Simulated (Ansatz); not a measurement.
# C₂H₈AlNO: a ladder of functionals and wavefunction methods

The task here is to estimate one member of a computed series from the others.

Method: functionals in def2-TZVPP, the program's frozen cores in correlated methods; program: Ansatz 0.2.0, Gaussian basis.

Levels to be run: LDA (SPW92), PBE-D4, revPBE-D4, BLYP-D4, r2SCAN-D4, B97M-V, PBE0-D4, B3LYP-D4, r2SCANh-D4, r2SCAN0-D4, HSE06-D4, BHLYP-D4, CAM-B3LYP-D4, LC-ωPBE, ωB97X-V, ωB97M-V, B2PLYP, PBE-QIDH; CCSD(T)/def2-SVP; CCSD(T)/def2-TZVPP; MP2/def2-QZVPP; extrapolation to the limit; RPA on PBE.

## The relaxed structure

An earlier PBE0-D4 in a triple-zeta def2 set relaxation fixed the geometry.

13 atoms, charge 0, spin multiplicity 1.

Atoms are counted from 1 here; the program's logs count them from 0.

Bond lengths: C1–C2 1.474 Å, C1–H6 1.094 Å, C1–H7 1.096 Å, C1–H8 1.094 Å, C2–N3 1.291 Å, C2–Al5 2.086 Å, N3–H9 1.017 Å, N3–H10 1.016 Å, O4–Al5 1.734 Å, O4–H11 0.955 Å, Al5–H12 1.634 Å, Al5–H13 1.604 Å. Angles: C2–C1–H6 107.9°, C2–C1–H7 115.1°, C2–C1–H8 108.4°, H6–C1–H7 110.0°, H6–C1–H8 105.2°, H7–C1–H8 109.8°, C1–C2–N3 117.8°, C1–C2–Al5 127.7°, N3–C2–Al5 114.6°, C2–N3–H9 117.8°, C2–N3–H10 123.9°, H9–N3–H10 118.3°, Al5–O4–H11 120.5°, C2–Al5–O4 105.2°, C2–Al5–H12 94.9°, C2–Al5–H13 103.6°, O4–Al5–H12 116.4°, O4–Al5–H13 115.4° and more.

The first run:

in.yaml

```yaml
crystal:
  periodic: [false, false, false]
  atoms:
    - {symbol: C, position_ang: [-1.702143, -0.190797, -0.148777]}
    - {symbol: C, position_ang: [-0.288761, -0.344657, 0.240918]}
    - {symbol: N, position_ang: [0.081047, -1.481859, 0.727658]}
    - {symbol: O, position_ang: [1.244529, 1.575746, -1.552397]}
    - {symbol: Al, position_ang: [1.231680, 1.077301, 0.108379]}
    - {symbol: H, position_ang: [-1.730750, 0.121895, -1.197177]}
    - {symbol: H, position_ang: [-2.323275, -1.082439, -0.007071]}
    - {symbol: H, position_ang: [-2.125501, 0.647955, 0.412073]}
    - {symbol: H, position_ang: [1.059893, -1.593241, 0.980660]}
    - {symbol: H, position_ang: [-0.545708, -2.268759, 0.870077]}
    - {symbol: H, position_ang: [1.910459, 1.246096, -2.151882]}
    - {symbol: H, position_ang: [2.420450, 0.055184, 0.570325]}
    - {symbol: H, position_ang: [0.788380, 2.202771, 1.161917]}
basis:
  gaussian: {orbitals: def2-TZVPP}
hamiltonian: {xc: lda}
output: {orbitals: {seedname: orbitals}}
```

Launch:

```sh
> ansatz run in.yaml --threads 4 --pin off --events-out ev --progress --plain --max-ram 10444MiB
```

Among the steps run: LDA; PBE-D4 (GGA); revPBE-D4 (GGA); BLYP-D4 (GGA); r2SCAN-D4 (meta-GGA); B97M-V (meta-GGA); PBE0-D4 (hybrid); B3LYP-D4 (hybrid); r2SCANh-D4 (hybrid); r2SCAN0-D4 (hybrid); HSE06-D4 (hybrid); BHLYP-D4 (hybrid); CAM-B3LYP-D4 (range-separated); LC-ωPBE (range-separated); ωB97X-V (range-separated); ωB97M-V (range-separated); B2PLYP (double hybrid); PBE-QIDH (double hybrid).

One table of the session follows, with a row left open; its other results are not shown here.

It belongs to the step «Orbital energies across the functionals». 

| functional | HOMO (eV) | LUMO (eV) | gap (eV) |
| --- | --- | --- | --- |
| LDA (SPW92) | -5.67 | -2.95 | 2.72 |
| PBE-D4 | -5.58 | -2.74 | 2.84 |
| revPBE-D4 | -5.54 | -2.66 | 2.87 |
| BLYP-D4 | -5.50 | -2.59 | 2.91 |
| r2SCAN-D4 | -5.90 | -2.52 | 3.38 |
| B97M-V | -6.02 | -2.44 | 3.58 |
| PBE0-D4 | -6.92 | -1.65 | 5.26 |
| B3LYP-D4 | ? | ? | ? |
| r2SCANh-D4 | -6.39 | -2.12 | 4.27 |
| r2SCAN0-D4 | -7.13 | -1.52 | 5.61 |
| HSE06-D4 | -6.51 | -2.04 | 4.47 |
| BHLYP-D4 | -8.18 | -0.39 | 7.79 |
| CAM-B3LYP-D4 | -8.33 | -0.42 | 7.91 |
| LC-ωPBE | -9.68 | 0.77 | 10.45 |
| ωB97X-V | -9.36 | 0.70 | 10.06 |
| ωB97M-V | -9.17 | 0.61 | 9.77 |

Estimate the missing values for B3LYP-D4.

Worked estimate for «HOMO (eV)». Against the share of exact exchange, BLYP-D4 (0, -5.50), BHLYP-D4 (0.5, -8.18) give a slope of -5.36 per unit share; at 0.2 the line stands at -6.57.

**Answer.** HOMO (eV): -6.73; LUMO (eV): -1.89; gap (eV): 4.85. In «HOMO (eV)» the line misses by +0.16.
